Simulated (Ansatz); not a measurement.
**Cyclohexanone (C₆H₁₀O): vertical ionisation energy**

One table from this session's results is given with a row withheld; the runs are named, their logs left out.

Method: unrestricted cation, the program's frozen cores in correlated methods; program: Ansatz 0.2.0, Gaussian basis.

The runs, in order: UKS PBE-D4/def2-TZVPP; UKS r2SCAN-D4/def2-TZVPP; UKS PBE0-D4/def2-TZVPP; UKS B3LYP-D4/def2-TZVPP; UKS wB97X-V/def2-TZVPP; UKS wB97M-V/def2-TZVPP; UKS B2PLYP/def2-TZVPP; UHF-CCSD(T)/def2-TZVPP; UHF-MP2/def2-QZVPP; extrapolation to the limit; then −ε(HOMO) from the neutral's earlier runs with LDA (SPW92), PBE-D4, revPBE-D4, BLYP-D4, r2SCAN-D4, B97M-V, PBE0-D4, B3LYP-D4, r2SCANh-D4, r2SCAN0-D4, HSE06-D4, BHLYP-D4, CAM-B3LYP-D4, LC-ωPBE, ωB97X-V, ωB97M-V.

## Structure used throughout

All runs share one geometry, relaxed beforehand with PBE0-D4 in a triple-zeta def2 set.

SMILES `O=C1CCCCC1`, 17 atoms, charge 0, spin multiplicity 1.

Atoms are counted from 1 here; the program's logs count them from 0.

Bond lengths: O1–C2 1.206 Å, C2–C3 1.510 Å, C2–C7 1.510 Å, C3–C4 1.529 Å, C3–H8 1.091 Å, C3–H9 1.098 Å, C4–C5 1.521 Å, C4–H10 1.093 Å, C4–H11 1.096 Å, C5–C6 1.521 Å, C5–H12 1.094 Å, C5–H13 1.097 Å, C6–C7 1.529 Å, C6–H14 1.093 Å, C6–H15 1.096 Å, C7–H16 1.091 Å, C7–H17 1.098 Å. Angles: O1–C2–C3 122.5°, O1–C2–C7 122.5°, C3–C2–C7 115.1°, C2–C3–C4 111.6°, C2–C3–H8 108.6°, C2–C3–H9 107.2°, C4–C3–H8 112.3°, C4–C3–H9 109.0°, H8–C3–H9 107.8°, C3–C4–C5 111.5°, C3–C4–H10 109.7°, C3–C4–H11 109.0°, C5–C4–H10 110.7°, C5–C4–H11 109.3°, H10–C4–H11 106.5°, C4–C5–C6 111.1°, C4–C5–H12 110.1°, C4–C5–H13 109.4° and more.

Coordinates:

```
O    -0.69057   -1.98205    1.70022
C    -0.26730   -1.00035    1.14117
C     1.07707   -0.97515    0.45504
C     0.97573   -0.41486   -0.96416
C     0.26894    0.93190   -0.98248
C    -1.11433    0.83154   -0.35786
C    -1.04601    0.29095    1.07092
H     1.49651   -1.98179    0.47431
H     1.73374   -0.32594    1.04920
H     1.97526   -0.33361   -1.39958
H     0.42032   -1.12322   -1.58962
H     0.19214    1.30226   -2.00862
H     0.86744    1.66608   -0.42862
H    -1.61139    1.80528   -0.35913
H    -1.73704    0.16331   -0.96379
H    -2.03533    0.12442    1.49886
H    -0.52429    1.02064    1.70423
```

The first run:

The input, in.yaml:

```yaml
crystal:
  periodic: [false, false, false]
  atoms:
    - {symbol: O, position_ang: [-0.690573, -1.982055, 1.700219]}
    - {symbol: C, position_ang: [-0.267304, -1.000348, 1.141170]}
    - {symbol: C, position_ang: [1.077073, -0.975153, 0.455043]}
    - {symbol: C, position_ang: [0.975733, -0.414863, -0.964158]}
    - {symbol: C, position_ang: [0.268943, 0.931899, -0.982484]}
    - {symbol: C, position_ang: [-1.114325, 0.831538, -0.357858]}
    - {symbol: C, position_ang: [-1.046007, 0.290945, 1.070925]}
    - {symbol: H, position_ang: [1.496510, -1.981791, 0.474311]}
    - {symbol: H, position_ang: [1.733739, -0.325939, 1.049200]}
    - {symbol: H, position_ang: [1.975262, -0.333608, -1.399576]}
    - {symbol: H, position_ang: [0.420321, -1.123221, -1.589616]}
    - {symbol: H, position_ang: [0.192138, 1.302264, -2.008622]}
    - {symbol: H, position_ang: [0.867441, 1.666081, -0.428615]}
    - {symbol: H, position_ang: [-1.611389, 1.805280, -0.359135]}
    - {symbol: H, position_ang: [-1.737044, 0.163315, -0.963789]}
    - {symbol: H, position_ang: [-2.035329, 0.124419, 1.498860]}
    - {symbol: H, position_ang: [-0.524289, 1.020637, 1.704227]}
basis:
  gaussian: {orbitals: def2-TZVPP}
total_charge: 1
magnetization: {spin_polarized: true, initial_magnetization: 1}
hamiltonian: {xc: pbe, dispersion: d4}
```

Run with:

```bash
ansatz run in.yaml --threads 2 --pin off --events-out ev --progress --plain --max-ram 32768MiB --backend cuda --devices 0, --max-vram 18GiB
```

Steps of the session up to this table: Cation, UKS PBE-D4/def2-TZVPP; Cation, UKS r2SCAN-D4/def2-TZVPP; Cation, UKS PBE0-D4/def2-TZVPP; Cation, UKS B3LYP-D4/def2-TZVPP; Cation, UKS wB97X-V/def2-TZVPP; Cation, UKS wB97M-V/def2-TZVPP; Cation, UKS B2PLYP (frozen core)/def2-TZVPP; Cation, UHF-CCSD(T)/def2-TZVPP; Cation, UHF-MP2/def2-QZVPP.

One of the session's tables, all rows but one given; the rest of the session is left out.

It belongs to the step «Ionisation energies side by side». Orbital estimates, from the neutral's runs:

```
  functional  −ε(HOMO) (eV)
 LDA (SPW92)           5.50
      PBE-D4           5.35
   revPBE-D4           5.28
     BLYP-D4           5.28
   r2SCAN-D4           5.63
      B97M-V              ?
     PBE0-D4           6.92
    B3LYP-D4           6.70
  r2SCANh-D4           6.23
  r2SCAN0-D4           7.12
    HSE06-D4           6.51
    BHLYP-D4           8.45
CAM-B3LYP-D4           8.39
     LC-ωPBE           9.67
     ωB97X-V           9.37
     ωB97M-V           9.32
```

**Question.** Estimate the row for B97M-V.

As computed: −ε(HOMO) (eV): 5.83. In the column «−ε(HOMO) (eV)» it lies between r2SCAN-D4 (5.63) and r2SCANh-D4 (6.23).

Caveats from the session: The cation may have settled in a state other than its lowest; no search over hole states beyond the program's own was made.
